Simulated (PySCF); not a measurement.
# UPBE0/STO-3G run of BHBr (SMILES [BH]Br)

Aim: the energy change on altering one bond length of BHBr at UPBE0/STO-3G, from 2 runs. The job is set up through a Python script.

Program for the calculation: PySCF 2.14.0.

19 further runs of the same task are left out: 8 that didn't finish, 11 set aside as unsound or not needed.

### Step 1. The system as given

BHBr has 3 atoms, charge 0, and is taken as a doublet. As SMILES, `[BH]Br`. The coordinates come from a PBE0-D4/def2-TZVP relaxation.

Bond lengths: B1–Br2 1.868 Å, B1–H3 1.193 Å. Angles: Br2–B1–H3 123.6°.

### Step 2. The energy at UPBE0/STO-3G

input.py

```python
from pyscf import gto, dft

mol = gto.M(
    atom='''
B   -0.094500  -0.523000  -0.115700
Br   1.181000   0.563200   0.709800
H   -1.097400  -0.105000  -0.607300
''',
    charge=0,
    max_memory=1860,
    spin=1,
    basis='sto-3g',
    verbose=4,
)

calc0 = dft.UKS(mol, xc='pbe0')
calc0.grids.level = 5
calc0.conv_tol = 1e-10
calc0.kernel()
if not calc0.converged:
    calc0 = calc0.newton().run(calc0.mo_coeff, calc0.mo_occ)

etot = calc0.e_tot
print('Final energy', etot)
```

Launch:

```console
$ OMP_NUM_THREADS=1 python input.py
```

Output:

```text
PySCF version 2.14.0

[INPUT] num. atoms = 3
[INPUT] num. electrons = 41
[INPUT] charge = 0
[INPUT] spin (= nelec alpha-beta = 2S) = 1
[INPUT] symmetry False subgroup None
[INPUT] Mole.unit = angstrom
[INPUT] Symbol           X                Y                Z      unit          X                Y                Z       unit  Magmom
[INPUT]  1 B     -0.094500000000  -0.523000000000  -0.115700000000 AA   -0.178579118771  -0.988326763148  -0.218641312612 Bohr   0.0
[INPUT]  2 Br     1.181000000000   0.563200000000   0.709800000000 AA    2.231766553111   1.064293753355   1.341327603216 Bohr   0.0
[INPUT]  3 H     -1.097400000000  -0.105000000000  -0.607300000000 AA   -2.073785449098  -0.198421243079  -1.147630675448 Bohr   0.0

nuclear repulsion = 58.6237283812187
number of shells = 12
number of NR pGTOs = 72
number of NR cGTOs = 24
basis = sto-3g
ecp = {}

[... 33 lines left out ...]
WARN: HOMO -0.190747824410564 >= LUMO -0.190747824410565
[... 42 lines left out ...]
converged SCF energy = -2570.81204266189  <S^2> = 0.75337929  2S+1 = 2.0033764
Final energy -2570.812042661887
```

Wall time 3.9 s (1 thread of Arm Neoverse V1, shared host); peak memory 0.21 GiB.

### Step 3. The distorted shape at the same level

run.py

```python
from pyscf import gto, dft

molecule = gto.M(
    atom='''
B     -2.106854    -2.630421    -1.466616
Br     2.231767     1.064294     1.341328
H     -4.002060    -1.840516    -2.395606
''',
    basis='sto-3g',
    unit='bohr',
    spin=1,
    verbose=3,
    max_memory=1860,
)

mf = dft.UKS(molecule, xc='pbe0')
mf.conv_tol = 1e-10
mf.grids.level = 5
mf.kernel()
if not mf.converged:
    mf = mf.newton().run(mf.mo_coeff, mf.mo_occ)

e_final = mf.e_tot
print('Final energy', e_final)
```

Launch:

```console
$ OMP_NUM_THREADS=1 python run.py
```

Output:

```text
converged SCF energy = -2570.62062003954  <S^2> = 1.0298791  2S+1 = 2.2626349
Final energy -2570.620620039541
```

Run time: 6.9 s. Hardware: 1 thread of Arm Neoverse V1, shared host; peak memory 0.21 GiB.

### Step 4. Summary of results

Level: UPBE0/STO-3G.

| quantity | value |
| --- | --- |
| first shape: total energy | -2570.81204 Eh |
| first shape: dipole moment | 0.21 D |
| first shape: HOMO energy (highest over α and β) | -3.47 eV |
| first shape: LUMO energy (lowest over α and β) | 1.19 eV |
| first shape: ⟨S²⟩ | 0.753 |
| distorted shape: total energy | -2570.62062 Eh |
| distorted shape: dipole moment | 2.52 D |
| distorted shape: HOMO energy (highest over α and β) | -4.26 eV |
| distorted shape: LUMO energy (lowest over α and β) | -1.56 eV |
| distorted shape: ⟨S²⟩ | 1.030 |
| energy change with the B1–Br2 bond stretched from 1.868 to 3.362 Å | 5.209 eV |

With the B1–Br2 bond stretched from 1.868 to 3.362 Å the energy rises by 5.21 eV (503 kJ/mol). The first shape isn't relaxed at this level, so the change isn't measured from a minimum. The minimal basis adds a large error of its own. ⟨S²⟩ (distorted shape) is 1.03 where a pure doublet has 0.75: the reference is spin-contaminated. Mulliken charges (distorted shape) run from -0.13 on Br2 to +0.18 on B1; they depend strongly on the basis.
